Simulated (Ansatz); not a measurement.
# CH5AlBClS: the cost of one run

The runs use Ansatz 0.2.0, Gaussian basis; the settings change from run to run.

## 1. The relaxed structure

An earlier PBE0-D4 in a triple-zeta def2 set relaxation fixed the geometry.

10 atoms, charge 0, spin multiplicity 1.

Atoms are counted from 1 here; the program's logs count them from 0.

Bond lengths: C1–Al2 1.948 Å, C1–H6 1.092 Å, C1–H7 1.094 Å, C1–H8 1.096 Å, Al2–Cl3 2.113 Å, Al2–B4 2.118 Å, B4–S5 1.765 Å, B4–H9 1.195 Å, S5–H10 1.347 Å. Angles: Al2–C1–H6 111.7°, Al2–C1–H7 112.3°, Al2–C1–H8 110.4°, H6–C1–H7 108.2°, H6–C1–H8 107.1°, H7–C1–H8 106.9°, C1–Al2–Cl3 117.0°, C1–Al2–B4 123.5°, Cl3–Al2–B4 119.5°, Al2–B4–S5 120.6°, Al2–B4–H9 127.3°, S5–B4–H9 112.0°, B4–S5–H10 101.2°.

As a file:

```
C    -0.22391   -1.50466   -0.67506
Al    0.41428   -0.37434    0.77723
Cl    1.46495   -1.32641    2.34345
B     0.16033    1.72794    0.81992
S    -0.45287    2.58876   -0.59355
H    -0.29188   -2.55164   -0.37106
H    -1.20492   -1.19129   -1.04495
H     0.46630   -1.45917   -1.52542
H     0.39912    2.46878    1.72694
H    -0.64840    1.57092   -1.45441
```

## 2. LC-wPBE/6-31++G**

Set apart from the defaults: unrestricted orbitals, atoms shaken by 0.03 Å, density fitting with cc-pVTZ-jkfit, high accuracy.

Input file in.yaml:

```yaml
crystal:
  periodic: [false, false, false]
  atoms:
    - {symbol: C, position_ang: [-0.232177, -1.519897, -0.661616]}
    - {symbol: Al, position_ang: [0.380901, -0.393828, 0.758174]}
    - {symbol: Cl, position_ang: [1.443422, -1.306967, 2.317983]}
    - {symbol: B, position_ang: [0.194583, 1.731687, 0.813144]}
    - {symbol: S, position_ang: [-0.463531, 2.557640, -0.625492]}
    - {symbol: H, position_ang: [-0.280808, -2.599229, -0.410535]}
    - {symbol: H, position_ang: [-1.235121, -1.178164, -1.054099]}
    - {symbol: H, position_ang: [0.442549, -1.452073, -1.537002]}
    - {symbol: H, position_ang: [0.383322, 2.462829, 1.698351]}
    - {symbol: H, position_ang: [-0.668196, 1.559700, -1.448925]}
basis:
  gaussian: {orbitals: "6-31++G**", fitting: {mean_field: cc-pVTZ-jkfit}}
magnetization: {spin_polarized: true, initial_magnetization: 0}
hamiltonian: {xc: {name: LC-wPBE}}
accuracy: high
output: {forces: true}
```

The run is started by

```console
ansatz run in.yaml --threads 4 --pin off --events-out ev --progress --plain --max-ram 10444MiB
```

What time and memory should one allow on 4 threads of Arm Neoverse N1, shared host?

About 13 s, with a peak of 0.51 GiB.
